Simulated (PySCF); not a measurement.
# F4Nd (Nd(F)4): the cost of one run

The runs use PySCF 2.14.0; PBE0, Nd lcecp-2-SVP with ECP48, F def2-SVP; scalar-relativistic core potentials, no spin–orbit coupling.

1 further run of the same task is left out (for a known fault of the program).

## 1. The starting structure

5 atoms, charge 0, spin multiplicity 1.

Bond lengths: Nd1–F2 2.032 Å, Nd1–F3 2.032 Å, Nd1–F4 2.032 Å, Nd1–F5 2.032 Å. Angles: F2–Nd1–F3 109.5°, F2–Nd1–F4 109.5°, F2–Nd1–F5 109.5°, F3–Nd1–F4 109.5°, F3–Nd1–F5 109.5°, F4–Nd1–F5 109.5°.

As a file:

```xyz
5
F4Nd
Nd    0.00000    0.00000    0.00000
F     1.17300    1.17300    1.17300
F    -1.17300   -1.17300    1.17300
F     1.17300   -1.17300   -1.17300
F    -1.17300    1.17300   -1.17300
```

Formal oxidation states: Nd +4. Each metal's 2 4f electrons lie in its core potential, so multiplicities, spins and levels count the valence alone.

## 2. SCF at the start, singlet

run.py (the lines that set the calculation)

```python
mol = gto.M(atom='''
Nd     0.00000     0.00000     0.00000
F      1.17300     1.17300     1.17300
F     -1.17300    -1.17300     1.17300
F      1.17300    -1.17300    -1.17300
F     -1.17300     1.17300    -1.17300''',
    basis={'Nd': 'lcecp-2-SVP', 'F': 'def2-SVP'},
    ecp={'Nd': 'lcecp-2-SVP'},
    charge=0, spin=0)
mf = dft.RKS(mol, xc='PBE0')
mf.grids.atom_grid = (50, 194)  # f atoms: unpruned, at least (60, 302)
mf = mf.density_fit()  # fitting sets: Nd AutoAux, F def2-universal-JKFIT
mf.conv_tol = 1e-08; mf.max_cycle = 55
mf.kernel(dm0)  # dm0: free metal ions and neutral atoms
```

The run is started by

```bash
$ OMP_NUM_THREADS=2 python run.py
```

**Question.** How long does this run take on 2 threads of Arm Neoverse V1, shared host, and how much memory does it need?

About 2 s, with a peak of 0.43 GiB.
